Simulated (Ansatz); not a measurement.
# H3OSn: the cost of one run

Program: Ansatz 0.2.0. Level of theory: UKS PBE0/def2-SVP. These are calculated values, not measurements.

### Step 1. The structure to begin with

Bond lengths: O1–Sn2 1.879 Å, O1–H3 0.967 Å, Sn2–H4 1.692 Å, Sn2–H5 1.742 Å. Angles: O1–Sn2–H4 101.6°, O1–Sn2–H5 127.4°, H4–Sn2–H5 131.0°, Sn2–O1–H3 137.5°.

As a file:

```xyz
5

O     0.1270   -1.0509    0.6957
Sn   -0.1714    0.5067   -0.3114
H     0.8754   -1.6186    0.9262
H    -1.8385    0.7222   -0.1206
H     1.0075    1.4406   -1.1899
```

### Step 2. Relaxing end A

File input.yaml:

```yaml
crystal:
  periodic: [false, false, false]
  atoms:
    - { symbol: O, position_ang: [0.12697, -1.05088, 0.69572] }
    - { symbol: Sn, position_ang: [-0.17139, 0.50672, -0.3114] }
    - { symbol: H, position_ang: [0.87545, -1.61862, 0.92616] }
    - { symbol: H, position_ang: [-1.83851, 0.72223, -0.12062] }
    - { symbol: H, position_ang: [1.00747, 1.44056, -1.18986] }
total_charge: 1
magnetization:
  spin_polarized: true
basis:
  gaussian: { orbitals: def2-SVP }
hamiltonian:
  xc: pbe0
relax:
  f_tol: 0.02
  max_steps: 50
```

Started as:

```console
$ ansatz run input.yaml --threads 1 --pin off --max-ram 2048MiB --backend cpu --events-out ev --progress --plain --runs-dir out
```

Q: Estimate wall time and peak memory on 1 thread of Intel Xeon 6975P-C (Granite Rapids), shared host.

About 9.4 s, with a peak of 0.15 GiB.
